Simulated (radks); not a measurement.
# Cu¹⁶⁺ in [He] 2s2 2p5.5 3s2 3p1.5: an all-electron calculation

An exercise on one series of results from a longer session: the logs are not shown, and one member is left open.

Method: scalar-relativistic Kohn-Sham, LDA (Slater exchange, Perdew-Wang correlation), spin-polarised, spherical densities, finite nucleus; open shells are filled with parallel spins first. Code: radks (a radial shooting solver on a logarithmic mesh, Libxc functionals) version 1.

**The atom as given**

```
element            : copper (Z = 29)
charge             : +16
electrons          : 13
configuration      : [He] 2s2 2p5.5 3s2 3p1.5
nuclear rms radius : 3.8823 fm
```

Set-up of the first run:

Input:

```text
Z 29
configuration [He] 2s2 2p5.5 3s2 3p1.5 4s0 3d0 4p0 4f0
relativity scalar-relativistic
functional lda,pw
spin polarised
nucleus finite rms 3.8823 fm
c 137.035999084
```

One table of the session follows, with a row left open; its other results are not shown here.

It belongs to the step «Shells». Radial moments (bohr):

```
  level      <r>  outermost maximum (interpolated)  90 % within  nodes
  1s up  0.05220                            0.0342       0.0932      0
1s down  0.05218                            0.0342       0.0932      0
  2s up   0.2317                             0.195        0.357      1
2s down   0.2317                             0.195        0.357      1
  2p up   0.2022                             0.156        0.329      0
2p down   0.2023                             0.156        0.329      0
  3s up   0.5909                             0.552        0.858      2
3s down   0.5927                             0.553        0.861      2
  3p up   0.5800                             0.537        0.859      1
3p down        ?                                 ?            ?      ?
  3d up   0.5288                             0.445        0.810      0
3d down   0.5299                             0.444        0.813      0
  4s up    1.137                              1.14         1.60      3
4s down    1.144                              1.14         1.61      3
  4p up    1.147                              1.15         1.63      2
4p down    1.155                              1.15         1.64      2
  4f up    1.008                             0.889         1.47      0
4f down    1.023                             0.903         1.49      0
```

**Question.** Estimate the row for 3p down.

The run gave: <r>: 0.5820; outermost maximum (interpolated): 0.538; 90 % within: 0.862; nodes: 1. In the column «<r>» it lies between 3p up (0.5800) and 3s up (0.5909).
